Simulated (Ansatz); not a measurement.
# CH7BO2: the cost of one run

Program: Ansatz 0.2.0. Level of theory: RHF/def2-SVP. These are calculated values, not measurements.

## 1. The structure to begin with

Bond lengths: C2–H3 1.110 Å, C2–H4 1.110 Å, C2–H5 1.110 Å, B1–H6 1.190 Å, B1–O7 1.410 Å, O7–H8 1.010 Å, B1–O9 1.710 Å, O9–H10 1.010 Å, C2–H11 1.168 Å, O9–H11 1.161 Å. Angles: H3–C2–H4 109.4°, H3–C2–H5 109.4°, H3–C2–H11 74.3°, H4–C2–H5 109.4°, H4–C2–H11 65.9°, H5–C2–H11 175.1°, H6–B1–O7 120.0°, H6–B1–O9 105.6°, O7–B1–O9 92.7°, B1–O7–H8 109.5°, B1–O9–H10 109.5°, B1–O9–H11 82.1°, H10–O9–H11 157.5°, C2–H11–O9 134.8°.

Structure file:

```xyz
11

B     0.0000    0.0000    0.0000
C     0.0000    0.0000    1.9500
H    -0.9996   -0.3092    2.3205
H     0.7676   -0.7111    2.3205
H     0.2320    1.0203    2.3205
H     1.0305    0.0000   -0.5950
O    -1.2211    0.0000   -0.7050
H    -1.7308   -0.8467   -0.4965
O    -0.2190   -1.6079    0.5392
H    -0.6224   -2.1606   -0.2037
H    -0.1495   -1.0979    1.5797
```

## 2. A restrained relaxation towards end A

Springs on the bonds that form and break draw the guess towards this end; the thresholds are loose.

input.yaml

```yaml
crystal:
  periodic: [false, false, false]
  atoms:
    - { symbol: B, position_ang: [0.0, 0.0, 0.0] }
    - { symbol: C, position_ang: [0.0, 0.0, 1.95] }
    - { symbol: H, position_ang: [-0.9996, -0.3092, 2.3205] }
    - { symbol: H, position_ang: [0.7676, -0.7111, 2.3205] }
    - { symbol: H, position_ang: [0.232, 1.0203, 2.3205] }
    - { symbol: H, position_ang: [1.0305, 0.0, -0.595] }
    - { symbol: O, position_ang: [-1.2211, 0.0, -0.705] }
    - { symbol: H, position_ang: [-1.7308, -0.8467, -0.4965] }
    - { symbol: O, position_ang: [-0.219, -1.6079, 0.5392] }
    - { symbol: H, position_ang: [-0.6224, -2.1606, -0.2037] }
    - { symbol: H, position_ang: [-0.1495, -1.0979, 1.5797] }
basis:
  gaussian: { orbitals: def2-SVP }
hamiltonian:
  xc: hf
relax:
  f_tol: 0.15
  max_steps: 25
  restrain:
    - { distance: [0, 8], at: 2.61, k: 30.0 }
    - { distance: [10, 1], at: 2.31, k: 30.0 }
    - { distance: [0, 1], at: 1.6, k: 30.0 }
    - { distance: [10, 8], at: 1.01, k: 30.0 }
```

Command:

```console
ansatz run input.yaml --threads 1 --pin off --max-ram 2048MiB --backend cpu --events-out ev --progress --plain --runs-dir out
```

Q: Estimate wall time and peak memory on 1 thread of Arm Neoverse V2, shared host.

About 21 s, with a peak of 0.16 GiB.
